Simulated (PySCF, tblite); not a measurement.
# C3H6FSi radical: geometry, infrared bands and EPR parameters

What infrared bands and EPR parameters should C3H6FSi radical (`[H]/[C]=C\C[SiH2]F`) show?

The runs use tblite 0.8.0 and PySCF 2.14.0, with density-fitted response routines of our own; the level of theory stands in each step. All values are computed, except where a source is named. Atoms are numbered from 0 throughout.

## (1) Starting geometry

11 atoms, charge 0, multiplicity 2; geometry from: force field or distance geometry start.

Bonds of the start (Å): C0–C1 1.36, C1–C2 1.50, C2–Si3 1.87, Si3–F4 1.65, C0–H5 1.09, C1–H6 1.07, C2–H7 1.09, C2–H8 1.11, Si3–H9 1.48, Si3–H10 1.48.

## (2) Geometry optimisation with GFN2-xTB

What the job is given:

```
{"job": {"kind": "relax", "xc": "GFN2-xTB", "basis": "xTB"}, "charge": 0, "multiplicity": 2}
C      1.888600     0.400400     1.056600
C      1.117900     0.709700    -0.023100
C      0.300000    -0.411000    -0.602200
Si    -1.441900    -0.087600    -0.003500
F     -2.604000    -0.092800    -1.175700
H      1.811700    -0.634600     1.395100
H      1.095400     1.689200    -0.449000
H      0.746700    -1.329500    -0.227000
H      0.387900    -0.316300    -1.706700
H     -1.769500    -1.127300     0.994200
H     -1.527500     1.202500     0.715200
```

The run is started by

```
OMP_NUM_THREADS=1 python probes_run.py task.json out
```

The driver reads the jobs from task.json and runs them one after another.

Standard output:

```text
step      E/eV     max force
  0    -431.31122    3.929
  1    -431.47935    3.317
  2    -431.57352    0.778
  3    -431.60558    0.729
  4    -431.68120    0.531
  5    -431.70383    0.452
  6    -431.72924    0.451
  7    -431.74564    0.440
  8    -431.76809    0.366
  9    -431.78379    0.423
 10    -431.79873    0.399
 11    -431.81450    0.493
 12    -431.83036    0.443
 13    -431.84390    0.289
 14    -431.85267    0.230
 15    -431.85698    0.159
 16    -431.86011    0.191
 17    -431.86204    0.135
 18    -431.86318    0.085
 19    -431.86410    0.078
 20    -431.86488    0.080
 21    -431.86555    0.073
 22    -431.86606    0.061
 23    -431.86642    0.064
 24    -431.86674    0.042
 25    -431.86705    0.052
 26    -431.86742    0.064
 27    -431.86792    0.079
 28    -431.86853    0.076
 29    -431.86916    0.085
 30    -431.86970    0.075
 31    -431.87022    0.072
 32    -431.87075    0.072
 33    -431.87120    0.060
 34    -431.87151    0.039
 35    -431.87175    0.044
 36    -431.87205    0.056
 37    -431.87247    0.072
 38    -431.87293    0.069
 39    -431.87331    0.054
 40    -431.87365    0.053
 41    -431.87410    0.059
 42    -431.87480    0.086
 43    -431.87577    0.094
 44    -431.87674    0.077
 45    -431.87746    0.067
 46    -431.87806    0.068
 47    -431.87899    0.101
 48    -431.88073    0.131
 49    -431.88331    0.150
 50    -431.88477    0.116
 51    -431.88457    0.267
 52    -431.88740    0.098
 53    -431.88801    0.087
 54    -431.88893    0.085
 55    -431.89000    0.096
 56    -431.89113    0.093
 57    -431.89202    0.074
 58    -431.89271    0.060
 59    -431.89350    0.078
 60    -431.89464    0.103
 61    -431.89593    0.085
 62    -431.89700    0.063
 63    -431.89769    0.036
 64    -431.89707    0.143
 65    -431.89808    0.035
 66    -431.89819    0.038
 67    -431.89851    0.040
 68    -431.89863    0.023
 69    -431.89872    0.028
 70    -431.89881    0.032
 71    -431.89891    0.031
 72    -431.89907    0.036
 73    -431.89931    0.045
 74    -431.89961    0.052
 75    -431.89998    0.058
 76    -431.90046    0.064
 77    -431.90110    0.067
 78    -431.90203    0.103
 79    -431.90328    0.152
 80    -431.90466    0.142
 81    -431.90599    0.084
 82    -431.90571    0.136
 83    -431.90723    0.079
 84    -431.90768    0.052
 85    -431.90828    0.048
 86    -431.90873    0.076
 87    -431.90923    0.102
 88    -431.90981    0.104
 89    -431.91043    0.057
 90    -431.91071    0.027
 91    -431.91076    0.021
 92    -431.91080    0.019
 93    -431.91085    0.023
 94    -431.91092    0.024
 95    -431.91096    0.019
 96    -431.91099    0.009
```

Wall time 0.43 s (1 thread of Intel Xeon 6975P-C, shared host).

Step by step: (not every step is listed)

```tsv
step	energy from step 0 (eV)	largest force (eV/Å)
0	0.0000	3.9287
1	-0.1681	3.3168
2	-0.2623	0.7777
3	-0.2944	0.7293
4	-0.3700	0.5306
5	-0.3926	0.4524
6	-0.4180	0.4513
7	-0.4344	0.4404
8	-0.4569	0.3656
16	-0.5489	0.1910
24	-0.5555	0.0424
32	-0.5595	0.0716
40	-0.5624	0.0528
48	-0.5695	0.1307
56	-0.5799	0.0927
64	-0.5858	0.1430
72	-0.5879	0.0361
80	-0.5934	0.1417
88	-0.5986	0.1044
91	-0.5995	0.0209
92	-0.5996	0.0188
93	-0.5996	0.0229
94	-0.5997	0.0242
95	-0.5997	0.0186
96	-0.5998	0.0089
```

Distances of close pairs at the start and the end, largest changes first:

```tsv
bond	before (Å)	after (Å)	change (Å)
C0–C1	1.362	1.290	-0.073
Si3–F4	1.651	1.614	-0.036
C2–Si3	1.870	1.900	+0.030
C0–H5	1.092	1.065	-0.027
Si3–H10	1.479	1.455	-0.024
Si3–H9	1.478	1.454	-0.024
C2–H8	1.112	1.093	-0.019
C1–H6	1.068	1.084	+0.016
```

The final coordinates are the input of the step that follows.

## (3) Harmonic vibrations with GFN2-xTB

What the job is given:

```
{"job": {"kind": "ir", "xc": "GFN2-xTB", "basis": "xTB"}, "charge": 0, "multiplicity": 2}
C      2.099016     0.107196     1.022823
C      1.188805     0.594729     0.250229
C      0.230467    -0.209348    -0.612033
Si    -1.566691    -0.024544    -0.024524
F     -2.479285    -0.897731    -1.029695
H      2.468770    -0.843719     1.327944
H      1.052012     1.666814     0.162944
H      0.526693    -1.259772    -0.598426
H      0.325385     0.142020    -1.642409
H     -1.783443    -0.611105     1.288359
H     -2.056305     1.338129    -0.171176
```

Standard output:

```text
mode    cm-1     km/mol
  1      48.8      4.81
  2      77.5      0.49
  3     155.4     13.08
  4     255.0      2.40
  5     350.8      3.18
  6     471.8     60.52
  7     573.7     38.50
  8     585.2      3.39
  9     704.1     77.22
 10     721.8    142.40
 11     745.0     53.44
 12     766.7    275.07
 13     807.0    187.42
 14     824.2    129.10
 15     920.0     18.46
 16     976.3     37.50
 17    1074.9     16.30
 18    1182.4     26.71
 19    1247.0      3.51
 20    1448.8      4.45
 21    1714.1     11.66
 22    2325.9    366.29
 23    2346.7    140.35
 24    2952.1     26.95
 25    2979.3     14.87
 26    2998.2     40.21
 27    3193.1     16.16
```

Run time: 0.15 s. Hardware: 1 thread of Intel Xeon 6975P-C, shared host.

The strongest bands and the atoms that carry them (share of the mass-weighted mode):

```tsv
cm⁻¹	km/mol	atoms
472	60.5	H9 37 %, H10 36 %, Si3 12 %
704	77.2	H5 40 %, C2 22 %, C0 14 %, Si3 11 %
722	142.4	H10 47 %, H9 43 %
767	275.1	H10 44 %, H9 34 %, Si3 11 %
807	187.4	F4 30 %, Si3 23 %, C2 13 %, H8 10 %
824	129.1	Si3 26 %, F4 22 %, C2 16 %, H7 15 %
2326	366.3	H10 75 %, H9 20 %
2347	140.3	H9 76 %, H10 22 %
```

## (4) g tensor and hyperfine couplings: B3LYP/pcH-1

Same as in step 3 but for these lines:

```diff
@@ -1,2 +1,2 @@
-{"job": {"kind": "ir", "xc": "GFN2-xTB", "basis": "xTB"}, "charge": 0, "multiplicity": 2}
+{"job": {"kind": "epr", "basis": "pcH-1"}, "charge": 0, "multiplicity": 2}
 C      2.099016     0.107196     1.022823
```

Method: UKS B3LYP, pcH-1 on C F H Si, non-relativistic, mean-field spin-orbit, GIAO.

Standard output:

```text
UKS, coarse grid
  cycle   1  E = -507.16869623  |g| = 4.66e-01
  cycle   2  E = -507.09021236  |g| = 7.12e-01
  cycle   3  E = -507.24471013  |g| = 6.65e-02
  cycle   4  E = -507.24622741  |g| = 2.73e-02
  cycle   5  E = -507.24663137  |g| = 5.15e-03
  cycle   6  E = -507.24666589  |g| = 2.74e-03
  cycle   7  E = -507.24667862  |g| = 1.70e-03
  cycle   8  E = -507.24668535  |g| = 6.97e-04
UKS, final grid
  cycle   1  E = -507.24674307  |g| = 9.15e-04
  cycle   2  E = -507.24674237  |g| = 1.64e-03
  cycle   3  E = -507.24674380  |g| = 1.78e-04
  cycle   4  E = -507.24674389  |g| = 1.36e-04
  cycle   5  E = -507.24674394  |g| = 2.98e-05
  cycle   6  E = -507.24674394  |g| = 6.43e-06
E = -507.24674394 Eh   <S^2> = 0.7590 (exact 0.7500)
g shifts (ppm)      1          2          3
  rmc          -148       -148       -148
  gc             34          9        -30
  oz_so        -505         51        534
  total        -618        -88        356
hyperfine (MHz)  atom isotope    a_iso     a_fc   dipolar eigenvalues
    0   13C     315.97     316.09    -82.17    -60.11    142.28
    1   13C     -12.69     -12.69    -19.16      2.37     16.80
    2   13C      81.45      81.47     -8.39     -7.39     15.78
    3  29Si       8.00       8.00     -0.73      0.30      0.43
    4   19F       9.10       9.07     -4.26     -4.23      8.49
    5    1H      37.12      37.12    -32.64     -7.04     39.67
    6    1H     110.87     110.88     -6.60     -5.38     11.98
    7    1H      -5.06      -5.06     -6.31     -1.54      7.85
    8    1H      -8.23      -8.23     -4.35     -1.50      5.85
    9    1H      -0.34      -0.34     -1.11     -0.91      2.02
   10    1H       1.03       1.03     -0.82     -0.70      1.52
```

Wall time 23 s (1 thread of Intel Xeon 6975P-C, shared host); peak memory 0.66 GiB.

Principal g values 2.00170, 2.00223, 2.00268; g(iso) = 2.00220, against 2.00232 for a free electron.

Hyperfine couplings; where a row names several nuclei, a(iso) is their mean (it holds for fast rotation or exchange) and the dipolar term the largest among them:

```tsv
nuclei	isotope	a(iso) (MHz)	a(iso) (G, at g = 2.0023)	largest dipolar term (MHz)
C0	13C	316.0	112.7	142.3
H6	1H	110.9	39.6	12.0
C2	13C	81.4	29.1	15.8
H5	1H	37.1	13.2	39.7
C1	13C	-12.7	-4.5	-19.2
F4	19F	9.1	3.2	8.5
Si3	29Si	8.0	2.9	-0.7
H7, H8	1H	-6.6	-2.4	7.8
H9, H10	1H	0.3	0.1	2.0
```

Mulliken spin populations:

```tsv
atom	value (e)
C0	1.04
C1	-0.17
C2	0.08
Si3	0.00
F4	0.00
H5	0.00
H6	0.05
H7	0.00
H8	0.00
H9	0.00
H10	0.00
```

In first order the couplings over 0.8 MHz of 1H, 19F give 24 distinct lines over 60.8 G, if the averaged nuclei exchange fast.

The fields below are evaluated on a grid from the run's orbitals.

ELF in a plane through or near 6 of the atoms.

Values, 10 rows by 14 columns:
```
0.00 0.00 0.00 0.00 0.00 0.00 0.00 0.00 0.00 0.00 0.00 0.00 0.00 0.00
0.00 0.00 0.00 0.00 0.00 0.00 0.00 0.00 0.00 0.00 0.00 0.00 0.00 0.00
0.00 0.00 0.01 0.15 0.07 0.00 0.00 0.00 0.01 0.00 0.00 0.00 0.00 0.00
0.00 0.00 0.65 0.99 0.92 0.04 0.03 0.03 0.12 0.07 0.20 0.24 0.01 0.00
0.00 0.01 0.47 0.97 0.83 0.26 0.10 0.38 0.27 0.09 0.54 0.48 0.06 0.00
0.00 0.04 0.67 0.86 0.40 0.48 0.65 0.57 0.13 0.33 0.26 0.04 0.00 0.00
0.00 0.01 0.54 0.64 0.28 0.87 0.85 0.03 0.49 1.00 1.00 0.58 0.01 0.00
0.00 0.00 0.01 0.02 0.30 0.99 0.99 0.02 0.29 1.00 1.00 0.74 0.00 0.00
0.00 0.00 0.00 0.00 0.03 0.54 0.38 0.00 0.02 0.41 0.28 0.01 0.00 0.00
0.00 0.00 0.00 0.00 0.00 0.00 0.00 0.00 0.00 0.00 0.00 0.00 0.00 0.00
```
The map spans 10.6 Å across and 8.5 Å up, centred on the molecule. Atoms in the plane (x, y in Å): C0 (-2.3, 0.0), C1 (-1.2, -0.6), Si3 (1.5, 0.1), H5 (-2.7, 1.0), H6 (-1.1, -1.6), H10 (2.0, -1.3).

log10 of the density (e/Å³) in the same plane.

Ten even steps from ' ' (-4.0) to '@' (1.4):
```
                                                        
                                                        
                                                        
          ..........        ............                
        ..::::::::::::....::::::::::::::::::..          
      ..::--======----::----------------==----::        
    ..::==++++++++====----========++++++++++==--::      
    ..--==**####**++++======++++++++********++==--..    
  ..::--==**######****++++++****************++==--..    
  ..::--++**##%%%%####**********##@@@@##****++==--..    
  ..::--==****##%%%%%%####******##@@%%##**++==--::      
  ..::--==++****####%%####**++******####**++==--..      
    ..::--==++++****######++++++++**####**++==::..      
      ::::--====++**####**++====++********====::..      
        ..::::--==++******==----==++++++++==--::..      
          ....::--====++==----::----====----::..        
              ..::::------::::..::::::::::::..          
                ............    ............            
                                                        
                                                        
```
The map spans 10.6 Å across and 8.5 Å up, centred on the molecule. Atoms in the plane (x, y in Å): C0 (-2.3, 0.0), C1 (-1.2, -0.6), Si3 (1.5, 0.1), H5 (-2.7, 1.0), H6 (-1.1, -1.6), H10 (2.0, -1.3).

On the surface of density 0.002 e/bohr³ the electrostatic potential runs, from the 1st to the 99th percentile, from -1.11 V near F4 to 1.49 V near H10.

The spin density lies nearest to C0 72 %; H5 9 %; C1 7 % (beta excess).

## (5) Outcome

| quantity | value |
| --- | --- |
| strongest single infrared mode (GFN2-xTB) | 2326 cm⁻¹, 366 km/mol |
| zero-point energy (GFN2-xTB) | 46.4 kcal/mol |
| g(iso) (B3LYP) | 2.00220 |
| ⟨S²⟩ | 0.759 (exact 0.75) |
| largest a(iso) (averaged by class) | 13C on C0, 316.0 MHz |
| surface potential, 1st and 99th percentile | -1.11 V and 1.49 V |

Relaxing lowered the energy by 0.600 eV in 96 steps; the close pair that moved most is C0–C1, from 1.362 to 1.290 Å. All 27 modes are real, so the xTB geometry is a minimum. The strongest single mode, at 2326 cm⁻¹, moves mainly H10. Unscaled tight-binding wavenumbers are off by several per cent, some by more. Its intensities can rank the bands wrongly. Most of the unpaired spin sits on C0 (1.04 e). The isotropic g lies 0.1 ppt below the free-electron value.
